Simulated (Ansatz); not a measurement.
# NaLaMnMoO6 (P2_1) in Ansatz: notebook, part 2 of 2

Ansatz 0.2.0. The steps go on from the part before.

### 3 Relaxation of cell and atoms, r2SCAN, collinear spin, ferromagnetic start

input.yaml

```yaml
crystal:
  lattice:
    - [5.55735, 0.0, 0.0]
    - [0.0, 5.59794, 0.0]
    - [-0.06214, 0.0, 8.02462]
  atoms:
    - { symbol: Na, position: [0.75008, 0.51572, 0.49924] }
    - { symbol: Na, position: [0.24992, 0.01572, 0.50076] }
    - { symbol: La, position: [0.25715, 0.95896, 0.99937] }
    - { symbol: La, position: [0.74285, 0.45896, 0.00063] }
    - { symbol: Mn, position: [0.24767, 0.48762, 0.25607], spin: 4.0 }
    - { symbol: Mn, position: [0.75233, 0.98762, 0.74393], spin: 4.0 }
    - { symbol: Mo, position: [0.75559, 0.99666, 0.2709], spin: 1.0 }
    - { symbol: Mo, position: [0.24441, 0.49666, 0.7291], spin: 1.0 }
    - { symbol: O, position: [0.67335, 0.9783, 0.49061] }
    - { symbol: O, position: [0.03402, 0.81017, 0.27726] }
    - { symbol: O, position: [0.93353, 0.2891, 0.28026] }
    - { symbol: O, position: [0.47817, 0.20966, 0.19922] }
    - { symbol: O, position: [0.54435, 0.73563, 0.20079] }
    - { symbol: O, position: [0.82956, 0.01818, 0.00392] }
    - { symbol: O, position: [0.32665, 0.4783, 0.50939] }
    - { symbol: O, position: [0.96598, 0.31017, 0.72274] }
    - { symbol: O, position: [0.06647, 0.7891, 0.71974] }
    - { symbol: O, position: [0.52183, 0.70966, 0.80078] }
    - { symbol: O, position: [0.45565, 0.23563, 0.79921] }
    - { symbol: O, position: [0.17044, 0.51818, 0.99608] }
hamiltonian:
  xc: r2scan
  pseudopotentials: { kind: paw }
magnetization:
  spin_polarized: true
kpoints:
  mp_grid: { grid: [4, 4, 3] }
scf:
  occupations: { method: fermi_dirac, width: 0.05 }
output:
  forces: true
  stress: true
  eigenvalues: true
relax:
  f_tol: 0.01
  max_steps: 40
  cell: { stress_tol: 0.05 }
```

Potentials or basis: Ansatz PAW.

Run with:

```bash
$ ansatz run input.yaml --threads 8 --pin off --max-ram 20480MiB --backend cpu --events-out ev --progress --plain --runs-dir out
```

The log of the run:

```text
Warning: RAYON_NUM_THREADS=8 ignored (pool sized by the plan → 8); use --threads N
Engine: ansatz 0.2.0, x86_64-unknown-linux-gnu
Pseudopotentials: kind: paw
Pseudopotential: Na, paw, valence charge 9, recommended cutoff 500 eV (meta_gga), Na.paw.azcp
Pseudopotential: La, paw, valence charge 11, recommended cutoff 500 eV (meta_gga), La.paw.azcp
Pseudopotential: Mn, paw, valence charge 15, recommended cutoff 500 eV (meta_gga), Mn.paw.azcp
Pseudopotential: Mo, paw, valence charge 14, recommended cutoff 500 eV (meta_gga), Mo.paw.azcp
Pseudopotential: O, paw, valence charge 6, recommended cutoff 500 eV (meta_gga), O.paw.azcp
Functional definition: r2SCAN
  parameter k0 = 0.174
  parameter k1 = 0.065
  parameter a1 = 4.9479
  exchange = r2scan_x(k0 = k0, k1 = k1, a1 = a1)
  correlation = r2scan_c
Crystal: 20 atoms, lattice volume = 249.644 Å³
[... 274 lines left out ...]
       -0.027074       0.000000       0.012946
        0.000000      -0.021884       0.000000
        0.012971       0.000000      -0.023182
  P = ⅓ Tr σ = -0.0240 GPa (-0.240 kbar)
--- Band table (eV; the first three rows and the last of 42) ---
  k-point 0 ↑: bands = ["-73.7066", "-73.7066", "-54.6627", "-54.6626", "-42.9951", "-42.9945", "-41.2086", "-41.2086", "-41.1920", "-41.1920", "-41.1839", "-41.1839", "-28.1024", "-28.1017", "-28.0488", "-28.0488", "-28.0222", "-28.0220", "-21.8154", "-21.6810", "-13.4514", "-13.4432", "-13.4361", "-13.4270", "-13.4140", "-13.4071", "-9.7436", "-9.5318", "-9.1539", "-9.1233", "-9.0292", "-8.9502", "-8.7956", "-8.7005", "-8.3940", "-8.3347", "-8.2461", "-8.1367", "-5.1264", "-5.0701", "-4.9050", "-4.5837", "-4.4511", "-4.3261", "3.2786", "3.7821", "3.8379", "3.8653", "3.9188", "3.9983", "4.3949", "4.4033", "4.5124", "4.5797", "5.0431", "5.0925", "5.8192", "5.8449", "5.8844", "5.9818", "6.1045", "6.3408", "6.4565", "6.5131", "6.5323", "6.8774", "7.1947", "7.2773", "7.3521", "7.5094", "7.6093", "7.6408", "7.7989", "7.9078", "7.9895", "8.0535", "8.1549", "8.1826", "8.2707", "8.3641", "8.6194", "8.6739", "8.8652", "8.8673", "9.2288", "9.2997", "9.9284", "9.9322", "10.1183", "10.5671", "11.8838", "12.1122", "12.1477", "12.1761", "12.2292", "12.4405", "14.5132", "14.5212", "14.5977", "14.6169", "14.6723", "14.6831", "14.6896", "14.7157", "14.8121", "14.8292", "14.8698", "14.8711", "14.9214", "15.0012"]
  k-point 1 ↑: bands = ["-73.7066", "-73.7066", "-54.6626", "-54.6626", "-42.9951", "-42.9945", "-41.2086", "-41.2086", "-41.1920", "-41.1920", "-41.1839", "-41.1839", "-28.1022", "-28.1018", "-28.0489", "-28.0487", "-28.0222", "-28.0221", "-21.8154", "-21.6810", "-13.4514", "-13.4432", "-13.4356", "-13.4269", "-13.4140", "-13.4071", "-9.8152", "-9.4039", "-9.1375", "-9.1261", "-9.0239", "-8.9651", "-8.8219", "-8.6919", "-8.4042", "-8.3388", "-8.2896", "-8.1361", "-5.1280", "-5.0699", "-4.9041", "-4.5848", "-4.4558", "-4.3235", "3.4764", "3.7682", "3.8427", "3.8804", "3.9885", "4.2581", "4.3179", "4.3934", "4.5045", "4.5999", "5.0750", "5.1415", "5.6248", "5.7494", "5.8488", "5.9218", "6.0801", "6.2102", "6.4943", "6.5395", "6.5919", "6.6068", "7.1333", "7.2415", "7.3153", "7.3634", "7.5286", "7.6095", "7.7104", "7.7323", "7.9613", "8.0621", "8.1614", "8.1765", "8.2726", "8.3513", "8.6619", "8.8029", "8.9640", "9.0304", "9.2306", "9.2949", "9.9194", "9.9963", "10.4457", "10.8737", "11.9200", "12.0604", "12.1174", "12.1604", "12.2003", "12.3873", "14.5114", "14.5190", "14.5978", "14.6444", "14.6743", "14.7001", "14.7044", "14.7142", "14.8125", "14.8334", "14.8690", "14.8703", "14.9229", "14.9943"]
  k-point 2 ↑: bands = ["-73.7066", "-73.7066", "-54.6626", "-54.6626", "-42.9950", "-42.9946", "-41.2086", "-41.2086", "-41.1920", "-41.1920", "-41.1839", "-41.1839", "-28.1023", "-28.1018", "-28.0489", "-28.0489", "-28.0223", "-28.0222", "-21.7949", "-21.6998", "-13.4504", "-13.4434", "-13.4340", "-13.4282", "-13.4155", "-13.4099", "-9.6246", "-9.5049", "-9.2086", "-9.1185", "-9.0436", "-8.9986", "-8.7573", "-8.6738", "-8.5129", "-8.3961", "-8.2620", "-8.2351", "-4.9923", "-4.9180", "-4.8203", "-4.5506", "-4.5090", "-4.3418", "3.3717", "3.7432", "3.9127", "3.9356", "4.1357", "4.2060", "4.3896", "4.4852", "4.6318", "4.7132", "4.8663", "4.9276", "5.5816", "5.7116", "5.8100", "5.8234", "6.0161", "6.1652", "6.3741", "6.7332", "6.8049", "6.9463", "7.0126", "7.0756", "7.2111", "7.2856", "7.3266", "7.5202", "7.6432", "7.7575", "7.7921", "7.9228", "7.9569", "8.1701", "8.2355", "8.3411", "8.7575", "8.8287", "8.9335", "8.9510", "9.2218", "9.2935", "10.0983", "10.3309", "10.4696", "10.5169", "11.9077", "11.9903", "12.0335", "12.3040", "12.3456", "12.3714", "14.5433", "14.5473", "14.6316", "14.6351", "14.6593", "14.6771", "14.7092", "14.7521", "14.8006", "14.8331", "14.8359", "14.8551", "14.8771", "14.9771"]
  k-point 20 ↓: bands = ["-67.4817", "-67.4817", "-54.3779", "-54.3779", "-42.9952", "-42.9952", "-35.0442", "-35.0442", "-35.0188", "-35.0188", "-34.9838", "-34.9838", "-27.7855", "-27.7855", "-27.7453", "-27.7453", "-27.6986", "-27.6986", "-21.7397", "-21.7397", "-13.4557", "-13.4557", "-13.4286", "-13.4286", "-13.4102", "-13.4102", "-9.6123", "-9.6123", "-9.1460", "-9.1460", "-8.9519", "-8.9519", "-8.6356", "-8.6356", "-8.4418", "-8.4418", "-8.0640", "-8.0640", "-4.9070", "-4.9070", "-4.6457", "-4.6457", "-4.0705", "-4.0705", "3.5088", "3.5088", "4.1333", "4.1333", "4.3383", "4.3383", "4.8709", "4.8709", "5.0619", "5.0619", "5.1708", "5.1708", "6.0248", "6.0248", "6.1837", "6.1837", "6.5030", "6.5030", "6.6619", "6.6619", "6.8253", "6.8253", "7.1075", "7.1075", "7.3263", "7.3263", "7.5478", "7.5478", "7.7723", "7.7723", "7.9102", "7.9102", "8.1630", "8.1630", "8.5305", "8.5305", "11.9605", "11.9605", "12.3111", "12.3111", "12.4781", "12.4781", "14.0826", "14.0826", "14.1715", "14.1715", "14.2797", "14.2797", "14.5556", "14.5556", "14.7093", "14.7093", "14.7437", "14.7437", "14.7865", "14.7865", "14.8525", "14.8525", "14.8833", "14.8833", "14.9433", "14.9433", "15.0957", "15.0957", "15.2598", "15.2598"]
--- Relaxed structure (10 steps of the walk, 10 accepted, 1 SCFs on fresh bases) ---
  F+E_penalty+E_count = -40093.37999978 eV   max|allowed force component| = 7.401e-3 eV/Å   (the final SCF, on the basis selected at the relaxed cell)
  cell:  # Å, volume = 245.1201 Å³
    - [5.525017928081763, 4.200666148435249e-19, 0.0018918118500800907]
    - [4.231347145486896e-19, 5.547994739830203, -4.329257542900586e-18]
    - [-0.05904676560637913, -6.2106668265599455e-18, 7.996649643194183]
  atoms:
    - { symbol: Na, position: [0.7542151729325889, 0.520581359875995, 0.5001745839764324] }
    - { symbol: Na, position: [0.24578482706741117, 0.020581359875995024, 0.4998254160235675] }
    - { symbol: La, position: [0.2556096700981287, 0.9633476967540505, 0.9991289130901584] }
    - { symbol: La, position: [0.7443903299018714, 0.46334769675405063, 0.0008710869098416518] }
    - { symbol: Mn, position: [0.24979252219425271, 0.4915553847066112, 0.25711254822628576] }
    - { symbol: Mn, position: [0.7502074778057476, 0.9915553847066112, 0.7428874517737142] }
    - { symbol: Mo, position: [0.7532270721540172, 0.9974477021416089, 0.27198953824607364] }
    - { symbol: Mo, position: [0.24677292784598245, 0.4974477021416088, 0.7280104617539261] }
    - { symbol: O, position: [0.668074304671397, 0.973987916290507, 0.4895747357673719] }
    - { symbol: O, position: [0.03024762879654845, 0.8077950946659298, 0.2784031927504037] }
    - { symbol: O, position: [0.9337988216123738, 0.28661000704910217, 0.28246240393721456] }
    - { symbol: O, position: [0.4805233300944517, 0.20890007540982952, 0.20005647640785776] }
    - { symbol: O, position: [0.5419699308257218, 0.7354736054131522, 0.20108612771521508] }
    - { symbol: O, position: [0.8277310342880012, 0.01430115769321412, 0.005990751996243718] }
    - { symbol: O, position: [0.3319256953286033, 0.47398791629050685, 0.5104252642326279] }
    - { symbol: O, position: [0.9697523712034514, 0.30779509466592975, 0.7215968072495962] }
    - { symbol: O, position: [0.06620117838762626, 0.7866100070491022, 0.7175375960627853] }
    - { symbol: O, position: [0.5194766699055483, 0.7089000754098296, 0.7999435235921424] }
    - { symbol: O, position: [0.45803006917427835, 0.23547360541315224, 0.7989138722847848] }
    - { symbol: O, position: [0.17226896571199918, 0.514301157693214, 0.9940092480037563] }
```

It took 12 min on 8 threads of AMD EPYC 7R43 (Zen 3), shared host; peak memory 2.8 GiB.

What came out:

```
Free energy                            : -40093.3800 eV
Relaxed volume                         : 12.26 Å³/atom
Relaxed cell                           : a = 5.525 Å, b = 5.548 Å, c = 7.997 Å, α = 90.00°, β = 90.40°, γ = 90.00°
Space group after relaxing (to 0.05 Å) : P2_1 (No. 4)
Energy gained by relaxing              : 3.6 meV/atom
Ionic steps                            : 11
Pressure after relaxing                : 0.0 GPa
Largest force after relaxing           : 0.010 eV/Å
Band gap on the k mesh                 : 0.68 eV, indirect (least direct gap 0.72 eV)
Net moment                             : 10.00 μB per cell
Absolute moment                        : 10.11 μB per cell
Site moments                           : Na -0.00; La +0.00; Mn +3.96; Mo +0.16; O +0.02, +0.03, +0.05 μB
```

Forces in eV/Å, atoms in the order of the input:
```
Na  -0.002  0.001  0.000
Na   0.002  0.001  0.000
La  -0.002 -0.001  0.000
La   0.002 -0.001  0.000
Mn  -0.003 -0.001  0.003
Mn   0.003 -0.001 -0.003
Mo   0.007  0.006  0.005
Mo  -0.007  0.006 -0.005
O    0.002  0.001 -0.007
O   -0.002  0.002 -0.002
O   -0.003 -0.007  0.000
O   -0.001  0.001 -0.002
O    0.000  0.000 -0.001
O   -0.001 -0.002 -0.001
O   -0.002  0.001  0.007
O    0.002  0.002  0.002
O    0.003 -0.007  0.000
O    0.001  0.001  0.002
O    0.000  0.000  0.001
O    0.001 -0.002  0.001
```

The path:
```
step  energy change (eV)  largest force (eV/Å)  volume (Å³)
   1              0.0000                0.5430       249.64
   2             -0.0625                0.1290       244.94
   3             -0.0684                0.1113       245.38
   4             -0.0701                0.0924       245.47
   5             -0.0723                0.0998       245.31
   6             -0.0738                0.0753       245.07
   7             -0.0744                0.0410       245.05
   8             -0.0745                0.0363       245.17
   9             -0.0747                0.0199       245.03
  10             -0.0747                0.0105       245.12
  11             -0.0720                0.0104       245.12
```

Final structure:
```cif
data_structure
_symmetry_space_group_name_H-M 'P 1'
_symmetry_Int_Tables_number 1
_cell_length_a 5.5250
_cell_length_b 5.5480
_cell_length_c 7.9969
_cell_angle_alpha 90.000
_cell_angle_beta 90.403
_cell_angle_gamma 90.000
_cell_volume 245.12
loop_
_atom_site_label
_atom_site_type_symbol
_atom_site_fract_x
_atom_site_fract_y
_atom_site_fract_z
_atom_site_occupancy
Na1 Na 0.75422 0.52058 0.50017 1
Na2 Na 0.24578 0.02058 0.49983 1
La1 La 0.25561 0.96335 0.99913 1
La2 La 0.74439 0.46335 0.00087 1
Mn1 Mn 0.24979 0.49156 0.25711 1
Mn2 Mn 0.75021 0.99156 0.74289 1
Mo1 Mo 0.75323 0.99745 0.27199 1
Mo2 Mo 0.24677 0.49745 0.72801 1
O1 O 0.66807 0.97399 0.48957 1
O2 O 0.03025 0.80780 0.27840 1
O3 O 0.93380 0.28661 0.28246 1
O4 O 0.48052 0.20890 0.20006 1
O5 O 0.54197 0.73547 0.20109 1
O6 O 0.82773 0.01430 0.00599 1
O7 O 0.33193 0.47399 0.51043 1
O8 O 0.96975 0.30780 0.72160 1
O9 O 0.06620 0.78661 0.71754 1
O10 O 0.51948 0.70890 0.79994 1
O11 O 0.45803 0.23547 0.79891 1
O12 O 0.17227 0.51430 0.99401 1
```

Caveat: the magnetic or orbital state may not be the lowest; odd divisions of the mesh miss points on the zone boundary, where band edges often lie, so the gap on the mesh can be too wide; the plane-wave basis is chosen anew once the cell has moved, so the energies of steps on either side of that aren't comparable; spin-orbit coupling is left out, which moves the levels of the heavy elements; only a ferromagnetic start was run, and an antiferromagnetic order may lie lower in energy; the PAW data sets come from PBE, with cores solved anew for the run's functional, which leaves a small shift of forces and pressure. A k mesh can miss the band edges.
